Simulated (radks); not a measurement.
# Rh³⁺ in [Ar] 3d10 4p6 4d6 4f2: an all-electron calculation

Aim: the levels, the sizes of the orbitals and the parts of the energy of the rhodium ion Rh3+.

Program: radks (a radial shooting solver on a logarithmic mesh, Libxc functionals) version 1. Level of theory: Dirac Kohn-Sham, LDA (Slater exchange, Perdew-Wang correlation), spin-unpolarised, spherical densities, finite nucleus; open shells fill j = l - 1/2 first. These are calculated values, not measurements, unless marked.

## 1. Starting point

| Item | Value |
| --- | --- |
| element | rhodium (Z = 45) |
| charge | +3 |
| electrons | 42 |
| configuration | [Ar] 3d10 4p6 4d6 4f2 |
| nuclear rms radius | 4.4945 fm |

## 2. The calculation

Input:

```text
Z 45
configuration [Ar] 3d10 4p6 4d6 4f2 4s0 5p0 5d0 5f0
relativity Dirac
functional lda,pw
spin unpolarised
j_filling energy
nucleus finite rms 4.4945 fm
c 137.035999084
```

Q: Predict the outcome of this run.

The runs gave:

```
                        quantity                   value
                    total energy     -4769.66653 hartree
exchange-correlation share of it                  2.76 %
                            −T/E                  1.0421
          highest occupied level       4f5/2, -14.235 eV
    most extended occupied level  4f5/2, <r> = 2.88 bohr
 radius at density 0.001 e/bohr³               4.43 bohr
    maxima of the radial density                       4
```

What this shows: 4 principal shells are occupied and 4 maxima appear in the radial density. Relativity lifts −T/E to 1.042. This is not the tabulated ground configuration, so its levels and sizes aren't those of the ground state, and no measured value stands beside it.
